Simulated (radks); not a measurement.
**W⁺ in [Xe] 4f14 5d4 6p1: an all-electron calculation**

One table from this session's results is given with a row withheld; the runs are named, their logs left out.

Program: radks (a radial shooting solver on a logarithmic mesh, Libxc functionals) version 1. Level of theory: scalar-relativistic Kohn-Sham, LDA (Slater exchange, Perdew-Wang correlation), spin-unpolarised, spherical densities, finite nucleus. These are calculated values, not measurements, unless marked.

## Starting point

- element: tungsten (Z = 74)
- charge: +1
- electrons: 73
- configuration: [Xe] 4f14 5d4 6p1
- nuclear rms radius: 5.3658 fm

Outer shells as boxes (Hund's rule):

W⁺
```
[Xe] core
4f [↑↓][↑↓][↑↓][↑↓][↑↓][↑↓][↑↓]
5d [↑ ][↑ ][↑ ][↑ ][  ]
6p [↑ ][  ][  ]
```

The first run:

Input:

```text
Z 74
configuration [Xe] 4f14 5d4 6p1 6s0 5f0 6d0 7p0
relativity scalar-relativistic
functional lda,pw
spin unpolarised
nucleus finite rms 5.3658 fm
c 137.035999084
```

The run is started by

```
$ python run_ks.py task.json out
```

All runs below come from this command, one after another.

Steps of the session up to this table: Self-consistent calculation.

One table of the session follows, with a row left open; its other results are not shown here.

It belongs to the step «Orbitals and density». Radial moments (bohr):

| level | <r> | outermost maximum (interpolated) | 90 % within | nodes |
| --- | --- | --- | --- | --- |
| 1s | 0.01836 | 0.0115 | 0.0334 | 0 |
| 2s | 0.07762 | 0.0657 | 0.120 | 1 |
| 2p | ? | ? | ? | ? |
| 3s | 0.2013 | 0.185 | 0.295 | 2 |
| 3p | 0.2014 | 0.183 | 0.301 | 1 |
| 3d | 0.1824 | 0.149 | 0.283 | 0 |
| 4s | 0.4498 | 0.421 | 0.646 | 3 |
| 4p | 0.4783 | 0.441 | 0.695 | 2 |
| 4d | 0.5116 | 0.452 | 0.767 | 1 |
| 5s | 1.066 | 0.962 | 1.53 | 4 |
| 5p | 1.248 | 1.09 | 1.82 | 3 |
| 4f | 0.6076 | 0.428 | 1.01 | 0 |
| 6s | 2.909 | 2.53 | 4.24 | 5 |
| 5d | 1.934 | 1.48 | 3.04 | 2 |
| 6p | 3.807 | 3.28 | 5.59 | 4 |
| 6d | 6.710 | 5.85 | 9.91 | 3 |
| 7p | 8.889 | 8.25 | 12.8 | 5 |
| 5f | 10.49 | 8.41 | 16.3 | 1 |

Q: Estimate the row for 2p from the others.

The run gave: <r>: 0.06946; outermost maximum (interpolated): 0.0539; 90 % within: 0.113; nodes: 0. In the column «<r>» it lies between 1s (0.01836) and 2s (0.07762).
